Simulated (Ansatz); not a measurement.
# Ge (P6_3/mmc): scan of the energy under strain in Python

What does a strain cost in Ge (P6_3/mmc)? Aim: a scan of the energy under strain, for Ge (P6_3/mmc), run from a script.

All numbers are computed with the Python package of Ansatz 0.2.0. Level of theory: DFT LDA, plane waves, PAW.

## Step 1: The structure

It takes space group P6_3/mmc (No. 194, hexagonal). The conventional cell has a = 3.998 Å, b = 3.998 Å, c = 6.599 Å, α = 90.00°, β = 90.00°, γ = 120.00°. Ge (site symmetry 3m) has 4 Ge at 2.45 to 2.47 Å as nearest neighbours.

The script holds or builds the structure itself.

## Step 2: Script

ge_strain.py

```python
"""A tetragonal strain scan of Ge."""

import warnings

import ansatz as az
import matplotlib.pyplot as plt
import numpy as np

VECTORS = np.array([
    [3.99759, 0.0, 0.0],
    [-1.99879, 3.46201, 0.0],
    [0.0, 0.0, 6.59938],
])
SITES = [
    ("Ge", (2 / 3, 1 / 3, 0.0629)),
    ("Ge", (1 / 3, 2 / 3, 0.5629)),
    ("Ge", (2 / 3, 1 / 3, 0.4371)),
    ("Ge", (1 / 3, 2 / 3, 0.9371)),
]


def crystal_on(cell):
    crystal = az.Crystal(lattice=az.Lattice.of(cell))
    for symbol, position in SITES:
        crystal = crystal.atom(symbol, position)
    return crystal


def main() -> None:
    warnings.simplefilter("ignore", az.DeckWarning)

    # clamped ions: the fractional positions stay as typed
    values = np.linspace(-0.05, 0.05, 5)
    energies = []
    for d in values:
        strain = np.diag([d, d, (1 + d) ** -2 - 1])
        cell = VECTORS @ (np.eye(3) + strain)
        model = (
            crystal_on(cell).calculation()
            .functional("lda")
            .basis(35 * az.Ry)
            .occupations("fermi_dirac", width=0.2)
            .mixing("msr1")
            .scf(extra_bands=6, lower_state_search="off")
            .kpoints(10, 10, 6)
        )
        report = model.run().report
        energies.append(report["free_energy_ev"] / len(SITES))
        print(f"d = {d:+.4f}  F = {energies[-1]:.5f} eV/atom")
    energies = np.array(energies)

    for value, e in zip(values, energies):
        print(f"strain {value:7.3f}   E - Emin = {1000 * (e - energies.min()):9.3f} meV/atom")
    plt.figure(figsize=(4.5, 3))
    plt.plot(values, 1000 * (energies - energies.min()), "o-")
    plt.xlabel("strain")
    plt.ylabel("meV/atom")
    plt.tight_layout()
    plt.savefig("strain.png", dpi=100)
    curvature = 2 * np.polyfit(values, energies, 3)[1]
    volume = abs(np.linalg.det(VECTORS)) / len(SITES)
    print(f"d2E/dd2 over the volume: {curvature / volume * 160.21766:.1f} GPa")


if __name__ == "__main__":
    main()
```

## Step 3: The calls as engine input

The engine receives this input (first run):

```yaml
crystal:
  lattice:
    - [3.7977105, 0.0, 0.0]
    - [-1.8988505, 3.2889094999999995, 0.0]
    - [0.0, 0.0, 7.312332409972299]
  atoms:
    - { symbol: Ge, position: [0.6666666666666666, 0.3333333333333333, 0.0629] }
    - { symbol: Ge, position: [0.3333333333333333, 0.6666666666666666, 0.5629] }
    - { symbol: Ge, position: [0.6666666666666666, 0.3333333333333333, 0.4371] }
    - { symbol: Ge, position: [0.3333333333333333, 0.6666666666666666, 0.9371] }
basis:
  ecutwfc: 476.19925930478996
kpoints:
  mp_grid:
    grid: [10, 10, 6]
hamiltonian:
  xc: lda
scf:
  n_extra_bands: 6
  lower_state_search: "off"
  mixing:
    algorithm: msr1
  occupations:
    method: fermi_dirac
    width: 0.2
```

## Step 4: Launch

The run is started by

```console
$ python ge_strain.py
```

Standard output:

```text
d = -0.0500  F = -4215.55098 eV/atom
d = -0.0250  F = -4215.66301 eV/atom
d = +0.0000  F = -4215.70489 eV/atom
d = +0.0250  F = -4215.65987 eV/atom
d = +0.0500  F = -4215.51553 eV/atom
strain  -0.050   E - Emin =   153.902 meV/atom
strain  -0.025   E - Emin =    41.871 meV/atom
strain   0.000   E - Emin =     0.000 meV/atom
strain   0.025   E - Emin =    45.016 meV/atom
strain   0.050   E - Emin =   189.352 meV/atom
d2E/dd2 over the volume: 961.7 GPa
```

It took 60 s on 1 thread of Intel Xeon Platinum 8259CL at 2.50GHz (Skylake/Cascade Lake), shared host; peak memory 0.54 GiB.

## Step 5: What changed from run to run

The engine's inputs for some of the other runs:

Run 2, against run 1:

```diff
@@ -3,3 +3,3 @@
-    - [3.7977105, 0.0, 0.0]
-    - [-1.8988505, 3.2889094999999995, 0.0]
-    - [0.0, 0.0, 7.312332409972299]
+    - [3.8976502500000003, 0.0, 0.0]
+    - [-1.94882025, 3.3754597499999996, 0.0]
+    - [0.0, 0.0, 6.942148586456279]
```

Run 4, against run 1:

```diff
@@ -3,3 +3,3 @@
-    - [3.7977105, 0.0, 0.0]
-    - [-1.8988505, 3.2889094999999995, 0.0]
-    - [0.0, 0.0, 7.312332409972299]
+    - [4.09752975, 0.0, 0.0]
+    - [-2.04875975, 3.5485602499999995, 0.0]
+    - [0.0, 0.0, 6.2813848899464615]
```

Run 5, against run 1:

```diff
@@ -3,3 +3,3 @@
-    - [3.7977105, 0.0, 0.0]
-    - [-1.8988505, 3.2889094999999995, 0.0]
-    - [0.0, 0.0, 7.312332409972299]
+    - [4.1974695, 0.0, 0.0]
+    - [-2.0987295, 3.6351105, 0.0]
+    - [0.0, 0.0, 5.9858321995464845]
```

## Step 6: The runs side by side

From the records of these 5 runs:

| run | strain | energy from run 3 (meV/atom) | SCF cycles | CPU time (s) |
| --- | --- | --- | --- | --- |
| 1 | -0.050 | 153.90 | 6 | 12 |
| 2 | -0.025 | 41.87 | 6 | 11 |
| 3 | 0.000 | 0.00 | 8 | 13 |
| 4 | 0.025 | 45.02 | 8 | 11 |
| 5 | 0.050 | 189.35 | 6 | 9.9 |

Energies are free energies F = E - TS of the smeared occupations. 

## Step 7: Results

```
                  quantity            value
curvature under the strain        961.7 GPa
             runs compared                5
           range of energy  189.35 meV/atom
      lowest point, strain            0.000
```

What this shows: Against the unstrained cell the energy per atom changes by +153.90 meV at one end of the scan and +189.35 meV at the other, and its second derivative over the volume is 961.7 GPa. Notes:
- The smearing is wide enough that free energy and stress hold a thermal part of the electrons.
- The curvature belongs to this strain pattern and to the cell's stress; it equals a single elastic constant only for simple patterns.
- This isn't the structure that Ge takes at ambient conditions.
- The ions keep their fractional positions (clamped ions). Whether this is the phase that is stable at ambient conditions was not tested.
